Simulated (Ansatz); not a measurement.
# BrH7OSi2: the cost of one run

Program: Ansatz 0.2.0. Level of theory: RKS r2SCAN/def2-SVP. These are calculated values, not measurements.

## Step 1: The starting structure

Bond lengths: Si1–O2 2.030 Å, O2–Si3 1.680 Å, Si3–H4 1.460 Å, Si3–H5 1.460 Å, Si3–H6 1.460 Å, Si1–H7 1.460 Å, Si1–H8 1.459 Å, Si1–H9 1.459 Å, Si1–Br10 2.610 Å, Br10–H11 1.680 Å. Angles (14 of 18 angles, heavy atoms first): Si1–O2–Si3 125.0°, O2–Si1–Br10 71.6°, O2–Si1–H7 109.5°, O2–Si1–H8 109.5°, O2–Si1–H9 109.5°, H7–Si1–Br10 67.2°, H8–Si1–Br10 176.6°, H9–Si1–Br10 72.8°, O2–Si3–H4 109.5°, O2–Si3–H5 109.5°, O2–Si3–H6 109.5°, Si1–Br10–H11 59.8°, H7–Si1–H8 109.5°, H7–Si1–H9 109.5°.

As a file:

```xyz
11

Si    0.0000    0.0000    0.0000
O     0.0000    0.0000    2.0300
Si   -1.3147   -0.4067    2.9936
H    -2.2390   -1.2403    2.2304
H    -0.8506   -1.1432    4.1657
H    -1.9987    0.8095    3.4233
H     1.3768    0.0000   -0.4862
H    -0.6877    1.1914   -0.4862
H    -0.6877   -1.1914   -0.4862
Br    1.3622   -2.0686    0.8230
H     0.6692   -1.0162    1.9347
```

## Step 2: A restrained relaxation towards end A

Springs on the bonds that form and break draw the guess towards this end; the thresholds are loose.

input.yaml

```yaml
crystal:
  periodic: [false, false, false]
  atoms:
    - { symbol: Si, position_ang: [0.0, 0.0, 0.0] }
    - { symbol: O, position_ang: [0.0, 0.0, 2.03] }
    - { symbol: Si, position_ang: [-1.3147, -0.4067, 2.9936] }
    - { symbol: H, position_ang: [-2.239, -1.2403, 2.2304] }
    - { symbol: H, position_ang: [-0.8506, -1.1432, 4.1657] }
    - { symbol: H, position_ang: [-1.9987, 0.8095, 3.4233] }
    - { symbol: H, position_ang: [1.3768, 0.0, -0.4862] }
    - { symbol: H, position_ang: [-0.6877, 1.1914, -0.4862] }
    - { symbol: H, position_ang: [-0.6877, -1.1914, -0.4862] }
    - { symbol: Br, position_ang: [1.3622, -2.0686, 0.823] }
    - { symbol: H, position_ang: [0.6692, -1.0162, 1.9347] }
basis:
  gaussian: { orbitals: def2-SVP }
hamiltonian:
  xc: r2scan
relax:
  f_tol: 0.15
  max_steps: 25
  restrain:
    - { distance: [0, 9], at: 3.51, k: 30.0 }
    - { distance: [10, 1], at: 2.21, k: 30.0 }
    - { distance: [0, 1], at: 1.68, k: 30.0 }
    - { distance: [10, 9], at: 1.55, k: 30.0 }
```

Launch:

```
$ ansatz run input.yaml --threads 4 --pin off --max-ram 5120MiB --backend cpu --events-out ev --progress --plain --runs-dir out
```

Q: Estimate wall time and peak memory on 4 threads of Arm Neoverse V2, shared host.

About 18 s, with a peak of 0.2 GiB.
